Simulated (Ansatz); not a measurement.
# AlCu: a trigonal deformation path

One table from this session's results is given with a row withheld; the runs are named, their logs left out.

Program: Ansatz 0.2.0. Level of theory: DFT r2SCAN, scalar-relativistic, plane waves, PAW. These are calculated values, not measurements.

### The structure to begin with

Symmetry: Pm-3m, No. 221, cubic system. Conventional cell: a = 2.998 Å, b = 2.998 Å, c = 2.998 Å, α = 90.00°, β = 90.00°, γ = 90.00°. Around Al (site symmetry m-3m) lie 8 Cu at 2.60 Å. Around Cu (site symmetry m-3m) lie 8 Al at 2.60 Å.

Structure file:

```
Al Cu
1.0
     2.99751    0.00000    0.00000
     0.00000    2.99751    0.00000
     0.00000    0.00000    2.99751
Al Cu
1 1
Direct
  0.00000 0.00000 0.00000
  0.50000 0.50000 0.50000
```

It goes back to an entry of the Materials Project, which need not be the stable form.

The cell is taken as given, not relaxed at this level.

The first run:

Contents of input.yaml:

```yaml
crystal:
  lattice:
    - [2.997509, 0.0, 0.0]
    - [0.0, 2.997509, 0.0]
    - [0.0, 0.0, 2.997509]
  atoms:
    - { symbol: Al, position: [0.0, 0.0, 0.0] }
    - { symbol: Cu, position: [0.5, 0.5, 0.5] }
basis:
  ecutwfc: 500
kpoints:
  mp_grid: { grid: [18, 18, 18] }
hamiltonian:
  xc: r2scan
scf:
  occupations: { method: gaussian, width: 0.15 }
output:
  forces: true
  stress: true
  eigenvalues: true
```

Launch:

```
> ansatz run input.yaml --threads 1 --pin off --max-ram 2560MiB --backend cpu --events-out ev --progress --plain --runs-dir out
```

Among the steps run: The reference: the undisturbed cell on the scan's mesh; ρ = 0.500; Point ρ = 2.000; Point ρ = 0.710; Point ρ = 1.410; Point ρ = 0.600; Point ρ = 0.850; Point ρ = 1.200; Point ρ = 1.700; Point ρ = 0.930; At ρ = 1.080.

One of the session's tables, all rows but one given; the rest of the session is left out.

It belongs to the step «The scan collected». 

```
    ρ  ΔE (meV/atom)  pressure (GPa)
0.500         5185.3           111.4
0.600         2329.9            58.2
0.710          838.3            22.8
0.850          127.4             1.0
0.930           17.2            -3.8
1.000            0.0            -5.0
1.080           14.1            -3.9
1.200              ?               ?
1.410          295.4             8.1
1.700          505.4            15.4
2.000          572.5            17.8
```

**Question.** Estimate the row for ρ = 1.200.

Worked estimate for «ΔE (meV/atom)». A straight line through the neighbours (1.080, 14.1) and (1.410, 295.4) gives 14.1 + (295.4 − 14.1) × (1.200 − 1.080) / (1.410 − 1.080) = 116.4; a parabola fitted to 4 rows on both sides gives 127.6.

**Answer.** ΔE (meV/atom): 89.9; pressure (GPa): 0.2. In «ΔE (meV/atom)» the line misses by +26.5 and the parabola by +37.7.
